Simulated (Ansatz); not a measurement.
# C2H8O3Si2: one species, many methods

An exercise on one series of results from a longer session: the logs are not shown, and one member is left open.

Method: functionals in def2-TZVPP, the program's frozen cores in correlated methods; program: Ansatz 0.2.0, Gaussian basis.

Plan: PBE-D4, r2SCAN-D4, PBE0-D4, B3LYP-D4, ωB97X-V, ωB97M-V, B2PLYP; CCSD(T)/def2-TZVPP; MP2/def2-QZVPP; extrapolation to the limit.

**The geometry**

The geometry comes from an earlier relaxation with PBE0-D4 in a triple-zeta def2 set; it is a stationary point, not always the lowest conformer.

SMILES `O[SiH2]/C=C\[SiH](O)O`, 15 atoms, charge 0, spin multiplicity 1.

Atoms are counted from 1 here; the program's logs count them from 0.

Bond lengths: O1–Si2 1.637 Å, O1–H8 0.968 Å, Si2–C3 1.867 Å, Si2–H9 1.485 Å, Si2–H10 1.491 Å, C3–C4 1.338 Å, C3–H11 1.094 Å, C4–Si5 1.853 Å, C4–H12 1.092 Å, Si5–O6 1.659 Å, Si5–O7 1.645 Å, Si5–H13 1.487 Å, O6–H14 0.959 Å, O7–H15 0.957 Å. Angles: Si2–O1–H8 116.3°, O1–Si2–C3 112.9°, O1–Si2–H9 106.8°, O1–Si2–H10 112.7°, C3–Si2–H9 109.0°, C3–Si2–H10 106.9°, H9–Si2–H10 108.4°, Si2–C3–C4 128.5°, Si2–C3–H11 114.5°, C4–C3–H11 117.0°, C3–C4–Si5 129.3°, C3–C4–H12 117.7°, Si5–C4–H12 113.0°, C4–Si5–O6 107.9°, C4–Si5–O7 108.0°, C4–Si5–H13 114.0°, O6–Si5–O7 109.1°, O6–Si5–H13 109.7° and more.

Set-up of the first run:

Input file in.yaml:

```yaml
crystal:
  periodic: [false, false, false]
  atoms:
    - {symbol: O, position_ang: [-0.261247, 2.152686, -0.179773]}
    - {symbol: Si, position_ang: [0.264475, 1.540905, -1.604794]}
    - {symbol: C, position_ang: [0.691727, -0.273728, -1.502093]}
    - {symbol: C, position_ang: [0.562074, -1.102872, -0.459535]}
    - {symbol: Si, position_ang: [-0.064479, -0.750231, 1.248596]}
    - {symbol: O, position_ang: [-1.511908, 0.047377, 1.106963]}
    - {symbol: O, position_ang: [-0.313730, -2.189103, 2.005190]}
    - {symbol: H, position_ang: [-0.955252, 1.651963, 0.272939]}
    - {symbol: H, position_ang: [1.481812, 2.304978, -1.977564]}
    - {symbol: H, position_ang: [-0.737604, 1.690353, -2.699207]}
    - {symbol: H, position_ang: [1.090518, -0.698357, -2.427781]}
    - {symbol: H, position_ang: [0.869191, -2.142349, -0.595859]}
    - {symbol: H, position_ang: [0.870437, 0.049776, 2.083320]}
    - {symbol: H, position_ang: [-2.089705, 0.034421, 1.872470]}
    - {symbol: H, position_ang: [0.103700, -2.315818, 2.857116]}
basis:
  gaussian: {orbitals: def2-TZVPP}
hamiltonian: {xc: pbe, dispersion: d4}
output: {forces: true, orbitals: {seedname: orbitals}}
```

The run is started by

```bash
$ ansatz run in.yaml --threads 2 --pin off --events-out ev --progress --plain --max-ram 22528MiB --backend cuda --devices 0, --max-vram 18GiB
```

Among the steps run: PBE-D4 (GGA); r2SCAN-D4 (meta-GGA); PBE0-D4 (hybrid); B3LYP-D4 (hybrid); ωB97X-V (range-separated); ωB97M-V (range-separated); B2PLYP (double hybrid); CCSD(T) in def2-TZVPP; MP2 in def2-QZVPP.

One table of the session follows, with a row left open; its other results are not shown here.

```
            method  atomisation energy (kJ/mol)
            PBE-D4                       5957.1
         r2SCAN-D4                       5893.1
           PBE0-D4                       5843.7
          B3LYP-D4                       5868.6
           ωB97X-V                       5895.3
           ωB97M-V                       5902.4
            B2PLYP                       5815.9
     HF/def2-TZVPP                       4252.0
    MP2/def2-TZVPP                       5863.1
   CCSD/def2-TZVPP                       5646.7
CCSD(T)/def2-TZVPP                       5737.3
           MP2/CBS                       6034.7
       CCSD(T)/CBS                            ?
```

**Question.** Estimate the row for CCSD(T)/CBS.

**Answer.** atomisation energy (kJ/mol): 5908.9. In the column «atomisation energy (kJ/mol)» it lies between ωB97M-V (5902.4) and PBE-D4 (5957.1).
